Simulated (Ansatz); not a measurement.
**C₃H₆OSi: a ladder of functionals and wavefunction methods**

The task here is to estimate one member of a computed series from the others.

The runs use Ansatz 0.2.0, Gaussian basis; functionals in def2-TZVPP, the program's frozen cores in correlated methods.

Plan: PBE-D4, r2SCAN-D4, PBE0-D4, B3LYP-D4, ωB97X-V, ωB97M-V, B2PLYP; CCSD(T)/def2-TZVPP; MP2/def2-QZVPP; extrapolation to the limit.

## The relaxed structure

All runs share one geometry, relaxed beforehand with PBE0-D4 in a triple-zeta def2 set.

SMILES `C=C=C(O)[SiH3]`, 11 atoms, charge 0, spin multiplicity 1.

Atoms are counted from 1 here; the program's logs count them from 0.

Bond lengths: C1–C2 1.303 Å, C1–H6 1.087 Å, C1–H7 1.087 Å, C2–C3 1.307 Å, C3–O4 1.374 Å, C3–Si5 1.874 Å, O4–H8 0.964 Å, Si5–H9 1.486 Å, Si5–H10 1.486 Å, Si5–H11 1.482 Å. Angles: C2–C1–H6 121.6°, C2–C1–H7 121.5°, H6–C1–H7 116.9°, C1–C2–C3 178.0°, C2–C3–O4 124.7°, C2–C3–Si5 120.4°, O4–C3–Si5 114.9°, C3–O4–H8 108.9°, C3–Si5–H9 109.9°, C3–Si5–H10 109.9°, C3–Si5–H11 107.9°, H9–Si5–H10 108.6°, H9–Si5–H11 110.3°, H10–Si5–H11 110.3°.

Set-up of the first run:

File in.yaml:

```yaml
crystal:
  periodic: [false, false, false]
  atoms:
    - {symbol: C, position_ang: [-2.098230, 0.649271, -0.212029]}
    - {symbol: C, position_ang: [-0.970340, 0.064809, 0.075808]}
    - {symbol: C, position_ang: [0.182809, -0.491178, 0.339798]}
    - {symbol: O, position_ang: [0.354794, -1.595169, 1.138963]}
    - {symbol: Si, position_ang: [1.762042, 0.209572, -0.385641]}
    - {symbol: H, position_ang: [-2.686973, 0.354727, -1.076964]}
    - {symbol: H, position_ang: [-2.494308, 1.454261, 0.401655]}
    - {symbol: H, position_ang: [-0.505534, -1.882298, 1.464776]}
    - {symbol: H, position_ang: [2.683442, 0.616354, 0.707000]}
    - {symbol: H, position_ang: [2.437043, -0.820387, -1.217414]}
    - {symbol: H, position_ang: [1.400456, 1.383138, -1.215354]}
basis:
  gaussian: {orbitals: def2-TZVPP}
hamiltonian: {xc: pbe, dispersion: d4}
output: {forces: true, orbitals: {seedname: orbitals}}
```

The run is started by

```sh
> ansatz run in.yaml --threads 4 --pin off --events-out ev --progress --plain --max-ram 10444MiB
```

Steps of the session up to this table: PBE-D4 (GGA); r2SCAN-D4 (meta-GGA); PBE0-D4 (hybrid); B3LYP-D4 (hybrid); ωB97X-V (range-separated); ωB97M-V (range-separated); B2PLYP (double hybrid); CCSD(T) in def2-TZVPP; MP2 in def2-QZVPP.

One table of the session follows, with a row left open; its other results are not shown here.

| method | atomisation energy (kJ/mol) |
| --- | --- |
| PBE-D4 | 4354.2 |
| r2SCAN-D4 | 4260.8 |
| PBE0-D4 | 4257.9 |
| B3LYP-D4 | 4250.3 |
| ωB97X-V | 4245.1 |
| ωB97M-V | 4251.9 |
| B2PLYP | 4201.1 |
| HF/def2-TZVPP | 3050.8 |
| MP2/def2-TZVPP | 4197.5 |
| CCSD/def2-TZVPP | 4051.4 |
| CCSD(T)/def2-TZVPP | 4124.3 |
| MP2/CBS | ? |
| CCSD(T)/CBS | 4236.0 |

Estimate the missing values for MP2/CBS.

**Answer.** atomisation energy (kJ/mol): 4309.2. In the column «atomisation energy (kJ/mol)» it lies between r2SCAN-D4 (4260.8) and PBE-D4 (4354.2).
